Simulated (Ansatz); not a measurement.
# Hf2Pd2Se2Br2O3: band structure with BLYP

Crystal: Hf2Pd2Se2Br2O3.

```
Hf Pd Se Br O
1.0
     7.58666   -1.70971   -1.17576
     7.58666    1.70971   -1.17576
    -2.02446    0.00000   13.05155
Hf Pd Se Br O
2 2 2 2 3
Direct
  0.94514 0.94514 0.06144
  0.60628 0.60628 0.28309
  0.17920 0.17920 0.50964
  0.32286 0.32286 0.74307
  0.92232 0.92232 0.84566
  0.78991 0.78991 0.58800
  0.58645 0.58645 0.04520
  0.24604 0.24604 0.28651
  0.59701 0.59701 0.42127
  0.38554 0.38554 0.07302
  0.03094 0.03094 0.22169
```

The cell was built by a generator and needn't be a form met in nature.

* Program: Ansatz 0.2.0
* Task: band structure
* Functional: BLYP
* Potentials or basis: Ansatz PAW
* Cutoff: 420 eV (not typed: the program's choice for these potentials)
* k mesh: 8 × 8 × 2
* Occupations: fermi-dirac, width 0.05 eV
* Spin: no spin polarisation
* Path: [["G", "Y", "F", "L", "I"], ["I1", "Z", "F1"], ["Y", "X1"], ["X", "G", "N"], ["M", "G"]]
* Points for each segment of the path: 10

```
Pressure                : 2.6 GPa
Largest force           : 0.328 eV/Å
Band gap on the k mesh  : 0.85 eV, indirect (least direct gap 0.89 eV)
Band gap along the path : 0.66 eV, direct
```

Forces on the atoms (eV/Å):
```
Hf  -0.146  0.000 -0.045
Hf  -0.045  0.000 -0.031
Pd  -0.280  0.000  0.066
Pd  -0.190  0.000  0.099
Se   0.249  0.000  0.125
Se   0.303  0.000 -0.127
Br   0.268  0.000 -0.150
Br   0.304  0.000 -0.047
O   -0.167  0.000  0.047
O   -0.219  0.000  0.038
O   -0.078  0.000  0.025
```

Stress tensor (GPa, compression positive):
```
1.72 0.00 0.82
0.00 3.51 0.00
0.82 0.00 2.49
```

Levels at the corners of the path, in eV from the valence-band top:
```
point  band 73  band 74  band 75  band 76  band 77  band 78  band 79  band 80
    Γ    -1.03    -0.65    -0.35    -0.11     1.22     2.06     2.56     2.96
    Y    -0.98    -0.67    -0.33    -0.19     1.24     2.06     2.50     3.04
    F    -1.03    -0.66    -0.35    -0.14     1.23     2.06     2.54     3.02
    L    -1.03    -0.66    -0.36    -0.12     1.22     2.07     2.56     3.00
    I    -0.93    -0.83    -0.66    -0.45     1.33     1.84     2.69     2.75
   I1    -0.93    -0.83    -0.66    -0.45     1.33     1.84     2.69     2.75
    Z    -0.97    -0.66    -0.33    -0.21     1.24     2.05     2.50     2.97
   F1    -1.03    -0.66    -0.35    -0.14     1.23     2.06     2.54     3.02
    Y    -0.98    -0.67    -0.33    -0.19     1.24     2.06     2.50     3.04
   X1    -0.98    -0.76    -0.66    -0.43     1.32     1.81     2.64     2.74
    X    -0.98    -0.76    -0.66    -0.43     1.32     1.81     2.64     2.74
    Γ    -1.03    -0.65    -0.35    -0.11     1.22     2.06     2.56     2.96
    N    -0.94    -0.82    -0.66    -0.45     1.33     1.85     2.69     2.76
    M    -0.94    -0.82    -0.66    -0.45     1.33     1.84     2.70     2.77
    Γ    -1.03    -0.65    -0.35    -0.11     1.22     2.06     2.56     2.96
```

It took 61 s on 8 threads of Arm Neoverse V2, with other jobs on the host, peak memory 3.3 GiB.

Caveat: the k mesh misses the band edges, so the gap on the mesh is wider than the one along the path; spin-orbit coupling is left out, which moves the levels of the heavy elements; the PAW data sets come from PBE, with cores solved anew for the run's functional, which leaves a small shift of forces and pressure. Expect the measured gap to be larger: semilocal functionals such as BLYP lack the derivative discontinuity.
